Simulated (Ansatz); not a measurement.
# CH6ClNSi2: basis-set convergence

An exercise on one series of results from a longer session: the logs are not shown, and one member is left open.

Computed with Ansatz 0.2.0, Gaussian basis. Level: one geometry, several basis sets.

Plan: PBE0-D4/def2-SVP; ωB97M-V/def2-SVP; PBE0-D4/def2-QZVPP; ωB97M-V/def2-QZVPP; the functionals' def2-TZVPP values are taken from earlier runs.

## The geometry

An earlier PBE0-D4 in a triple-zeta def2 set relaxation fixed the geometry.

SMILES `Cl[SiH]1C[SiH2]N1`, 11 atoms, charge 0, spin multiplicity 1.

Atoms are counted from 1 here; the program's logs count them from 0.

Bond lengths: Cl1–Si2 2.062 Å, Si2–C3 1.873 Å, Si2–N5 1.716 Å, Si2–H6 1.482 Å, C3–Si4 1.886 Å, C3–H7 1.091 Å, C3–H8 1.090 Å, Si4–N5 1.739 Å, Si4–H9 1.488 Å, Si4–H10 1.488 Å, N5–H11 1.004 Å. Angles: Cl1–Si2–C3 114.2°, Cl1–Si2–N5 114.2°, Cl1–Si2–H6 104.5°, C3–Si2–N5 89.8°, C3–Si2–H6 118.5°, N5–Si2–H6 115.8°, Si2–C3–Si4 85.9°, Si2–C3–H7 114.9°, Si2–C3–H8 114.6°, Si4–C3–H7 115.1°, Si4–C3–H8 115.6°, H7–C3–H8 109.4°, C3–Si4–N5 88.7°, C3–Si4–H9 115.1°, C3–Si4–H10 115.8°, N5–Si4–H9 114.1°, N5–Si4–H10 114.6°, H9–Si4–H10 107.8° and more.

The first run:

File in.yaml:

```yaml
crystal:
  periodic: [false, false, false]
  atoms:
    - {symbol: Cl, position_ang: [-0.091411, 1.929460, 2.199097]}
    - {symbol: Si, position_ang: [0.319482, 1.157782, 0.331221]}
    - {symbol: C, position_ang: [1.012597, -0.582086, 0.354919]}
    - {symbol: Si, position_ang: [-0.565766, -1.076672, -0.551598]}
    - {symbol: N, position_ang: [-1.060747, 0.590257, -0.515477]}
    - {symbol: H, position_ang: [1.098839, 2.220139, -0.346375]}
    - {symbol: H, position_ang: [1.933634, -0.717201, -0.213167]}
    - {symbol: H, position_ang: [1.136132, -1.007594, 1.350438]}
    - {symbol: H, position_ang: [-0.363380, -1.620333, -1.922200]}
    - {symbol: H, position_ang: [-1.467487, -2.007643, 0.179845]}
    - {symbol: H, position_ang: [-1.886492, 1.056892, -0.846201]}
basis:
  gaussian: {orbitals: def2-SVP}
hamiltonian: {xc: pbe0, dispersion: d4}
output: {orbitals: {seedname: orbitals}}
```

Steps of the session up to this table: PBE0-D4 in def2-SVP; ωB97M-V in def2-SVP; PBE0-D4 in def2-QZVPP; ωB97M-V in def2-QZVPP.

One table of the session follows, with a row left open; its other results are not shown here.

It belongs to the step «Density functionals: the series». 

| functional | basis | HOMO (eV) | LUMO (eV) |
| --- | --- | --- | --- |
| PBE0-D4 | def2-SVP | -7.70 | 0.25 |
| PBE0-D4 | def2-TZVPP | -7.81 | -0.20 |
| PBE0-D4 | def2-QZVPP | -7.84 | -0.33 |
| ωB97M-V | def2-SVP | -9.93 | 2.12 |
| ωB97M-V | def2-TZVPP | -10.07 | 1.40 |
| ωB97M-V | def2-QZVPP | ? | ? |

**Question.** Estimate the row for ωB97M-V, def2-QZVPP.

As computed: HOMO (eV): -10.09; LUMO (eV): 1.07. In the column «HOMO (eV)» it is the lowest.
